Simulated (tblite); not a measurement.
# C6H7O3S2: the cost of one run

Computed with tblite 0.8.0 and PySCF 2.14.0, with density-fitted response routines of our own, on a single molecule in the gas phase. Atoms count from 0, in the outputs and in this text.

## (1) The starting structure

18 atoms, charge -1, multiplicity 1; geometry from: force field or distance geometry start.

Bonds of the start (Å): C0–C1 1.51, C1–C2 1.52, C2–C3 1.34, C3–C4 1.35, C4–C5 1.36, C5–S6 1.78, S6–O7 1.50, S6–O8 1.51, S6–O9 1.68, C5–S10 1.89, S10–C2 1.87, C0–H11 1.13, C0–H12 1.09, C0–H13 1.13, C1–H14 1.12, C1–H15 1.08, C3–H16 1.11, C4–H17 1.11.

## (2) Optimising the geometry with GFN2-xTB

What the job is given:

```
{"job": {"kind": "relax", "xc": "GFN2-xTB", "basis": "xTB"}, "charge": -1, "multiplicity": 1}
C     -2.773500     0.964500     0.360600
C     -2.287400    -0.298200    -0.312500
C     -0.773100    -0.363900    -0.244300
C      0.046000    -1.312000    -0.731900
C      1.362000    -1.112900    -0.526300
C      1.687600     0.043100     0.112900
S      3.335200     0.582100     0.498400
O      3.698300     1.840200    -0.229100
O      4.333800    -0.462400     0.068300
O      3.562700     0.766000     2.155200
S      0.147000     1.044600     0.572000
H     -3.672400     0.768400     1.010400
H     -1.972400     1.494500     0.870500
H     -3.171700     1.597300    -0.487900
H     -2.655600    -1.158200     0.305700
H     -2.671500    -0.344400    -1.323900
H     -0.344900    -2.218600    -1.235100
H      2.141000    -1.823700    -0.874600
```

The run is started by

```
OMP_NUM_THREADS=2 python probes_run.py task.json out
```

The driver reads the jobs from task.json and runs them one after another.

**Question.** How long does this first job take on 2 threads of AMD EPYC 9R45, shared host, and how much memory does it need?

About 1.5 s, with a peak of 0.18 GiB.
